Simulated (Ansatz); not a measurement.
NbPd4:

```xyz
5
Lattice="1.4176 0.8185 11.4953 -1.4176 0.8185 11.4953 0.0000 -1.6369 11.4953" Properties=species:S:1:pos:R:3 pbc="T T T"
Pd    0.0000    0.0000   20.7129
Pd    0.0000    0.0000    6.8943
Pd    0.0000    0.0000   27.5915
Pd    0.0000    0.0000   13.7729
Nb    0.0000    0.0000    0.0000
```

The cell comes from a database or a generator and needn't be the stable form of this composition.

```yaml
Program: Ansatz 0.2.0
Task: relaxation of cell and atoms
Functional: PBEsol
Potentials_or_basis: Ansatz PAW
Cutoff: "420 eV (not typed: the program's choice for these potentials)"
k_mesh: 11 × 11 × 11
Occupations: fermi-dirac, width 0.05 eV
Spin: no spin polarisation
```

At the start: volume 16.00 Å³/atom.

**Question.** How do energy, volume and symmetry change on relaxing?

**Answer.** It ends after 5 steps and the volume is 15.08 Å³/atom (-5.8 %); space group R-3m (No. 166, to 0.05 Å).

The path:
```tsv
step	energy change (eV)	largest force (eV/Å)	volume (Å³)
1	0.0000	0.0869	80.02
2	-0.1506	0.0153	76.20
3	-0.1559	0.0070	75.29
4	-0.1560	0.0020	75.40
5	-0.1545	0.0020	75.40
```

Final structure:
```
Pd Nb
1.0
     1.38755    0.80110   11.30546
    -1.38755    0.80110   11.30546
     0.00000   -1.60220   11.30546
Pd Nb
4 1
Cartesian
  0.0000 0.0000 20.3624
  0.0000 0.0000 6.7798
  0.0000 0.0000 27.1365
  0.0000 0.0000 13.5540
  0.0000 0.0000 0.0000
```

Caveat: the plane-wave basis is chosen anew once the cell has moved, so the energies of steps on either side of that aren't comparable; the PAW data sets come from PBE, with cores solved anew for the run's functional, which leaves a small shift of forces and pressure.
